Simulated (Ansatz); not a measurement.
The same path of a periodic cell of 53 atoms, W₁₈S₃₅ (host WS2, host structure P6_3/mmc, one S atom removed) was run twice with different band settings.

Theory: Ansatz 0.2.0, DFT PBE-D3(BJ), scalar-relativistic, plane waves, PAW. Settings: PAW set soft_1, cutoff 420 eV, k mesh 2x2x1, gaussian smearing 0.05 eV, no spin polarisation.

Relaxed end points:

```xyz
53
Lattice="9.5527 0.0000 0.0000 -4.7763 8.2729 0.0000 0.0000 0.0000 12.9783" Properties=species:S:1:pos:R:3
W 0.058 1.806 3.205
W 1.591 0.920 9.750
S 0.001 1.838 8.179
S 1.593 0.920 1.601
S -0.002 1.840 11.318
W -1.593 4.595 3.266
W -0.001 3.678 9.747
S -1.593 4.597 8.177
S -0.016 3.659 1.673
S -1.594 4.596 11.316
S 0.038 3.621 4.803
W -3.183 7.420 3.205
W -1.593 6.435 9.747
S -3.185 7.357 8.179
S -1.615 6.429 1.673
S -3.185 7.353 11.318
S -1.622 6.495 4.803
W 3.129 1.806 3.205
W 4.775 0.920 9.747
S 3.181 1.838 8.178
S 4.771 0.943 1.672
S 3.184 1.840 11.318
S 4.710 0.916 4.803
W 1.593 4.573 3.235
W 3.183 3.677 9.747
S 1.591 4.596 8.177
S 3.202 3.660 1.672
S 1.591 4.597 11.317
S 3.149 3.621 4.803
W -0.020 7.366 3.234
W 1.591 6.435 9.746
S -0.002 7.354 8.177
S 1.593 6.435 1.678
S -0.001 7.354 11.317
S 1.593 6.435 4.793
W 6.369 1.841 3.265
W 7.960 0.920 9.747
S 6.367 1.838 8.177
S 7.969 0.943 1.673
S 6.367 1.839 11.316
S 8.028 0.917 4.803
W 4.779 4.596 3.266
W 6.367 3.677 9.746
S 4.774 4.597 8.177
S 6.369 3.677 1.708
S 4.775 4.596 11.316
S 6.369 3.677 4.840
W 3.206 7.366 3.235
W 4.775 6.435 9.747
S 3.183 7.355 8.177
S 4.801 6.430 1.673
S 3.182 7.354 11.317
S 4.808 6.495 4.803
```

```xyz
53
Lattice="9.5527 0.0000 0.0000 -4.7763 8.2729 0.0000 0.0000 0.0000 12.9783" Properties=species:S:1:pos:R:3
W 0.056 1.806 3.287
W 1.592 0.919 9.720
S -0.001 1.839 8.152
S 1.592 0.919 4.890
S 0.002 1.837 11.291
W -1.594 4.595 3.227
W 0.000 3.677 9.723
S -1.592 4.596 8.154
S 0.036 3.621 1.690
S -1.591 4.597 11.293
S -0.017 3.659 4.820
W -3.184 7.418 3.287
W -1.592 6.435 9.723
S -3.184 7.353 8.152
S -1.622 6.494 1.690
S -3.184 7.356 11.291
S -1.616 6.429 4.820
W 3.128 1.806 3.287
W 4.776 0.919 9.723
S 3.185 1.839 8.152
S 4.710 0.916 1.690
S 3.182 1.837 11.291
S 4.769 0.943 4.820
W 1.592 4.572 3.258
W 3.184 3.677 9.723
S 1.592 4.597 8.153
S 3.148 3.621 1.690
S 1.592 4.596 11.293
S 3.201 3.659 4.820
W -0.021 7.366 3.258
W 1.592 6.434 9.724
S 0.001 7.353 8.153
S 1.592 6.434 1.700
S 0.000 7.354 11.293
S 1.592 6.434 4.814
W 6.368 1.840 3.227
W 7.961 0.919 9.723
S 6.368 1.839 8.154
S 8.027 0.916 1.690
S 6.368 1.837 11.293
S 7.968 0.943 4.820
W 4.778 4.595 3.227
W 6.368 3.677 9.724
S 4.777 4.596 8.154
S 6.368 3.677 1.653
S 4.775 4.597 11.293
S 6.368 3.677 4.785
W 3.205 7.366 3.258
W 4.776 6.435 9.723
S 3.184 7.353 8.153
S 4.807 6.494 1.690
S 3.184 7.354 11.293
S 4.800 6.429 4.820
```

Common settings: climbing image yes; optimiser quadratic models (default); force threshold 0.05 eV/Å; end points relaxed.

| run | movable images | spring | start path | iteration limit |
| --- | --- | --- | --- | --- |
| 1 | 5 | 1.0 eV/Å² | IDPP | 33 |
| 2 | 2 | 5.0 eV/Å² | default | 50 |

**Question.** What does each run give, and how far can it be trusted?

**Answer.** Run 1: converged after 6 iterations, highest image 3.428 eV above the first end. Neighbouring images differ by up to 2.0 eV, so the band resolves the path poorly. By the program's own check the climbing image is a first-order saddle point (lowest curvatures found: -5.10 and 0.07 eV/Å²).
Run 2: converged after 10 iterations, highest image 3.428 eV above the first end. Neighbouring images differ by up to 3.4 eV, so the band resolves the path poorly. The order of the stationary point at the top wasn't checked. So few images can step over the top or miss a turn of the path.
Limits of this set-up: coarse k mesh.
